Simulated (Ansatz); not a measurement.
# Ba2Cd: pressure against volume

The task here is to estimate one member of a computed series from the others.

Program: Ansatz 0.2.0. Level of theory: DFT PBEsol, scalar-relativistic. These are calculated values, not measurements.

### The starting structure

It takes space group I4/mmm (No. 139, tetragonal). Conventional cell: a = 4.272 Å, b = 4.272 Å, c = 15.200 Å, α = 90.00°, β = 90.00°, γ = 90.00°. Ba (site symmetry 4mm) is surrounded by 4 Cd at 3.61 Å and 1 Ba at 3.95 Å. Around Cd (site symmetry 4/mmm) lie 8 Ba at 3.61 Å.

As a file:

```xyz
3
Lattice="-2.1360 2.1360 7.6000 2.1360 -2.1360 7.6000 2.1360 2.1360 -7.6000" Properties=species:S:1:pos:R:3 pbc="T T T"
Ba    0.0000    0.0000    5.6240
Ba    0.0000    0.0000    9.5760
Cd    0.0000    0.0000    0.0000
```

Atoms are numbered in the order of the input: Ba1, Ba2, Cd3.

The first run:

Contents of input.yaml:

```yaml
crystal:
  lattice:
    - [-2.0923959282, 2.0923959282, 7.4448544262]
    - [2.0923959282, -2.0923959282, 7.4448544262]
    - [2.0923959282, 2.0923959282, -7.4448544262]
  atoms:
    - { symbol: Ba, position: [0.37, 0.37, 0.0] }
    - { symbol: Ba, position: [0.63, 0.63, 0.0] }
    - { symbol: Cd, position: [0.0, 0.0, 0.0] }
kpoints:
  mp_grid: { grid: [14, 14, 14] }
  band_path:
    path:
      - [0.0, 0.0, 0.0]
      - [0.0, 0.0, 0.5]
      - [0.25, 0.25, 0.25]
      - [0.0, 0.5, 0.0]
      - [0.0, 0.0, 0.0]
      - [0.5, 0.5, -0.5]
      - [0.2697476454, 0.7302523546, -0.2697476454]
      - [-0.2697476454, 0.2697476454, 0.2697476454]
      - [0.0, 0.0, 0.0]
    npoints: 5
scf:
  occupations: { method: fermi_dirac, width: 0.05 }
hamiltonian:
  xc: pbesol
  pseudopotentials: { kind: all_electron, lapw: { basis_error: 0.0005 } }
output:
  forces: true
  stress: true
  eigenvalues: true
```

Launch:

```sh
> ansatz run input.yaml --threads 1 --pin off --max-ram 4096MiB --backend cpu --events-out ev --progress --plain --runs-dir out
```

Steps of the session up to this table: Volume × 0.94, LAPW; Volume × 0.94, PAW; Volume × 0.94, crystal datasets; Volume × 0.98, LAPW; Volume × 0.98, PAW; Volume × 0.98, crystal datasets; Volume × 1.01, LAPW; Volume × 1.01, PAW; Volume × 1.01, crystal datasets; Volume × 1.04, LAPW; Volume × 1.04, PAW; Volume × 1.04, crystal datasets.

One table of the session follows, with a row left open; its other results are not shown here.

| method | volume (Å³/atom) | pressure (GPa) | largest force (eV/Å) |
| --- | --- | --- | --- |
| LAPW | 43.459 | 0.17 | 0.078 |
| LAPW | 45.309 | -0.52 | 0.019 |
| LAPW | 46.696 | -0.96 | 0.018 |
| LAPW | 48.083 | -1.33 | 0.050 |
| PAW | 43.459 | ? | ? |
| PAW | 45.309 | -0.52 | 0.019 |
| PAW | 46.696 | -0.96 | 0.018 |
| PAW | 48.083 | -1.33 | 0.050 |
| crystal datasets | 43.459 | 0.17 | 0.078 |
| crystal datasets | 45.309 | -0.52 | 0.019 |
| crystal datasets | 46.696 | -0.96 | 0.018 |
| crystal datasets | 48.083 | -1.33 | 0.050 |

**Question.** Estimate the row for PAW, 43.459.

**Answer.** pressure (GPa): 0.17; largest force (eV/Å): 0.079.

To keep in mind: Shape and positions are held, so a fully relaxed modulus can be lower. Warnings in the runs' records: gradients without spin orbit, crystal datasets made.
